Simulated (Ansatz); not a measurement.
# CH4F2GeN radical: small, medium and large basis sets

The task here is to estimate one member of a computed series from the others.

The runs use Ansatz 0.2.0, Gaussian basis; one geometry, several basis sets.

The runs, in order: PBE0-D4/def2-SVP; ωB97M-V/def2-SVP; PBE0-D4/def2-QZVPP; ωB97M-V/def2-QZVPP; the functionals' def2-TZVPP values are taken from earlier runs.

## The relaxed structure

The geometry comes from an earlier relaxation with PBE0-D4 in a triple-zeta def2 set; it is a stationary point, not always the lowest conformer.

SMILES `C[NH][Ge]([F])[F]`, 9 atoms, charge 0, spin multiplicity 2.

Atoms are counted from 1 here; the program's logs count them from 0.

Bond lengths: C1–N2 1.451 Å, C1–H6 1.094 Å, C1–H7 1.095 Å, C1–H8 1.091 Å, N2–Ge3 1.842 Å, N2–H9 1.013 Å, Ge3–F4 1.740 Å, Ge3–F5 1.742 Å. Angles: N2–C1–H6 108.9°, N2–C1–H7 114.1°, N2–C1–H8 109.5°, H6–C1–H7 108.0°, H6–C1–H8 107.6°, H7–C1–H8 108.6°, C1–N2–Ge3 120.7°, C1–N2–H9 112.8°, Ge3–N2–H9 112.9°, N2–Ge3–F4 104.6°, N2–Ge3–F5 103.7°, F4–Ge3–F5 105.4°.

The first run:

in.yaml reads:

```yaml
crystal:
  periodic: [false, false, false]
  atoms:
    - {symbol: C, position_ang: [0.132645, -1.118830, 0.556534]}
    - {symbol: N, position_ang: [-0.468891, 0.178784, 0.309688]}
    - {symbol: Ge, position_ang: [0.442185, 1.472475, -0.633536]}
    - {symbol: F, position_ang: [-0.776827, 2.633252, -1.076116]}
    - {symbol: F, position_ang: [0.878944, 0.669902, -2.117030]}
    - {symbol: H, position_ang: [-0.660093, -1.844585, 0.760131]}
    - {symbol: H, position_ang: [0.830632, -1.134874, 1.400699]}
    - {symbol: H, position_ang: [0.661469, -1.450085, -0.337898]}
    - {symbol: H, position_ang: [-0.951566, 0.547661, 1.120427]}
basis:
  gaussian: {orbitals: def2-SVP}
magnetization: {spin_polarized: true, initial_magnetization: 1}
hamiltonian: {xc: pbe0, dispersion: d4}
output: {orbitals: {seedname: orbitals}}
```

Command:

```bash
> ansatz run in.yaml --threads 2 --pin off --events-out ev --progress --plain --max-ram 32768MiB --backend cpu
```

Steps of the session up to this table: PBE0-D4 in def2-SVP; ωB97M-V in def2-SVP; PBE0-D4 in def2-QZVPP; ωB97M-V in def2-QZVPP.

One table of the session follows, with a row left open; its other results are not shown here.

It belongs to the step «Density functionals: the series». 

| functional | basis | HOMO (eV) | LUMO (eV) |
| --- | --- | --- | --- |
| PBE0-D4 | def2-SVP | -6.78 | -3.50 |
| PBE0-D4 | def2-TZVPP | -6.93 | -3.62 |
| PBE0-D4 | def2-QZVPP | -6.99 | -3.69 |
| ωB97M-V | def2-SVP | ? | ? |
| ωB97M-V | def2-TZVPP | -9.03 | -1.81 |
| ωB97M-V | def2-QZVPP | -9.10 | -1.93 |

Q: Estimate the row for ωB97M-V, def2-SVP from the others.

**Answer.** HOMO (eV): -8.88; LUMO (eV): -1.63. In the column «HOMO (eV)» it lies between ωB97M-V, def2-TZVPP (-9.03) and PBE0-D4, def2-QZVPP (-6.99).
